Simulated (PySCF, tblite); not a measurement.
# C₃H₅F₃N radical: geometry, infrared bands and EPR parameters

Aim: predict the infrared bands and EPR parameters of C₃H₅F₃N radical (`C[C](N)C(F)(F)F`).

Programs: tblite 0.8.0 and PySCF 2.14.0, with density-fitted response routines of our own. Each step states its level of theory. These are calculated values for one molecule in the gas phase, unless marked as measured. Atoms count from 0, in the outputs and in this text.

## Step 1: Starting geometry

12 atoms, charge 0, multiplicity 2; geometry from: force field or distance geometry start.

Bonds of the start (Å): C0–C1 1.48, C1–N2 1.49, C1–C3 1.51, C3–F4 1.37, C3–F5 1.36, C3–F6 1.35, C0–H7 1.10, C0–H8 1.10, C0–H9 1.10, N2–H10 1.03, N2–H11 1.02.

## Step 2: Optimising the geometry with GFN2-xTB

What the job is given:

```
{"job": {"kind": "relax", "xc": "GFN2-xTB", "basis": "xTB"}, "charge": 0, "multiplicity": 2}
C     -0.759300     1.183500    -0.172500
C     -0.093000    -0.138700    -0.143300
N     -0.762300    -1.346300    -0.707800
C      1.300400    -0.164200     0.446900
F      1.744600    -1.445300     0.632700
F      1.334700     0.423000     1.671100
F      2.200200     0.470200    -0.336000
H     -0.157600     1.913300    -0.725000
H     -1.742000     1.117800    -0.655500
H     -0.923600     1.565800     0.847500
H     -1.774300    -1.360700    -0.515000
H     -0.366600    -2.219000    -0.369300
```

On the command line:

```console
OMP_NUM_THREADS=1 python probes_run.py task.json out
```

This one command runs all jobs of the session in turn.

**Question.** This job is followed by: GFN2-xTB harmonic vibrations, gas phase; UKS B3LYP, pcH-1 on C F H N, non-relativistic, mean-field spin-orbit, GIAO. What will the session give for the following? strongest single infrared mode (GFN2-xTB); zero-point energy (GFN2-xTB); g(iso) (B3LYP); ⟨S²⟩; largest a(iso) (averaged by class); potential on the surface of density 0.002 e/bohr³, 1st and 99th percentile.

As calculated:

| quantity | value |
| --- | --- |
| strongest single infrared mode (GFN2-xTB) | 870 cm⁻¹, 418 km/mol |
| zero-point energy (GFN2-xTB) | 50.5 kcal/mol |
| g(iso) (B3LYP) | 2.00271 |
| ⟨S²⟩ | 0.753 (exact 0.75) |
| largest a(iso) (averaged by class) | 13C on C1, 99.8 MHz |
| potential on the surface of density 0.002 e/bohr³, 1st and 99th percentile | -0.95 V and 2.14 V |

In words: Relaxing lowered the energy by 0.337 eV in 77 steps; the close pair that moved most is C1–N2, from 1.492 to 1.391 Å. All 30 modes are real, so the xTB geometry is a minimum. The strongest single mode, at 870 cm⁻¹, moves mainly C3. Unscaled tight-binding wavenumbers are off by several per cent, some by more. Its intensities can rank the bands wrongly. Most of the unpaired spin sits on C1 (0.75 e). The isotropic g lies 0.4 ppt above the free-electron value. The conformer search found further structures of the same energy, which may be mirror or relabelled copies of this one.
